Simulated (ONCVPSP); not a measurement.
# Pseudopotential generation for Co: ONCV, PBEsol

Aim: build the potential from the settings below, then test how well it stands in for the atom: other configurations, scattering, ghost states and the plane-wave cutoff that it needs.

Method: ONCVPSP 4.0.1.1 (patched build), PBEsol, scalar-relativistic.

### Step 1. Starting point

The settings as typed:

| Quantity | Value |
| --- | --- |
| element | cobalt (Co, Z = 27) |
| type | optimised norm-conserving Vanderbilt (ONCV) |
| frozen core | [Ar] |
| valence charge | 9 |
| reference configuration | 3d8 4s1 |
| partial waves | 4s: rc 2.35 bohr, ncon 5, nbas 8, qcut 3.5 1/bohr, 1 projector; p scattering state at 0.36 Ha: rc 2.10 bohr, ncon 5, nbas 9, qcut 4.2 1/bohr, 3 projectors, debl 3.5 Ha; 3d: rc 1.80 bohr, ncon 4, nbas 9, qcut 8.7 1/bohr, 2 projectors, debl 1.1 Ha |
| local potential | polynomial inside 1.45 bohr (lpopt 5, dvloc0 6 Ha) |
| core correction | not asked for |

### Step 2. Generating the potential

The input, Co.dat:

```
# ATOM AND REFERENCE CONFIGURATION
# atsym  z   nc   nv     iexc    psfile
  Co 27.00    5    2  -116133      upf
#
#   n    l    f
    1    0    2.00
    2    0    2.00
    2    1    6.00
    3    0    2.00
    3    1    6.00
    3    2    8.00
    4    0    1.00
#
# PSEUDOPOTENTIAL AND OPTIMIZATION
# lmax
    2
#
#   l,   rc,      ep,       ncon, nbas, qcut
    0    2.35    0.00    5    8    3.50
    1    2.10    0.36    5    9    4.20
    2    1.80    0.00    4    9    8.70
#
# LOCAL POTENTIAL
# lloc, lpopt,  rc(5),   dvloc0
    4    5    1.45    6.00
#
# VANDERBILT-KLEINMAN-BYLANDER PROJECTORs
# l, nproj, debl
    0    1    0.60
    1    3    3.50
    2    2    1.10
#
# MODEL CORE CHARGE
# icmod, fcfact, rcfact
    0    0.00    0.00
#
# LOG DERIVATIVE ANALYSIS
# epsh1, epsh2, depsh
   -2.00    5.00    0.02
#
# OUTPUT GRID
# rlmax, drl
    6.00    0.01
#
# TEST CONFIGURATIONS
# ncnf
    4
# nvcnf
#   n    l    f
    2
    3    2    7.00
    4    0    2.00
#
    2
    3    2    7.00
    4    0    1.00
#
    2
    3    2    7.00
    4    0    0.00
#
    3
    3    2    7.00
    4    0    0.00
    4    1    1.00
#
```

Command:

```sh
$ oncvpsp.x < Co.dat > Co.out
```

Before running it: what results should come out? Wanted: cutoffs for 1 and 0.1 mHa per electron, occupied waves; bound ghosts; GHOST(+) flags; largest test error; largest phase difference near zero energy, channels read.

The runs gave:

| quantity | value |
| --- | --- |
| cutoffs for 1 and 0.1 mHa per electron, occupied waves | 30 Ha and 34 Ha |
| bound ghosts | p at -1379.61 eV |
| GHOST(+) flags | p at 800 eV, p at 1361 eV |
| largest test error (AE − PS) | +56 meV, for 3d7 4s0 |
| largest phase difference near zero energy, channels read | 0.010 rad |

What this shows: A bound ghost (p) makes it unfit for use: electrons can fall into a state that the atom doesn't have. By total energies transferability is fair: the largest error is 56 meV on 27.0 eV, for 3d7 4s0. It counts as of middling hardness, with 30 Ha needed at the looser tolerance. At the looser tolerance the 3d wave is the slowest; 4s needs 5 Ha. Near zero energy the phases of the channels with partial waves agree within 0.010 rad. The program also flags highly localised states, GHOST(+) (p). All of this concerns the isolated atom, not yet a solid.
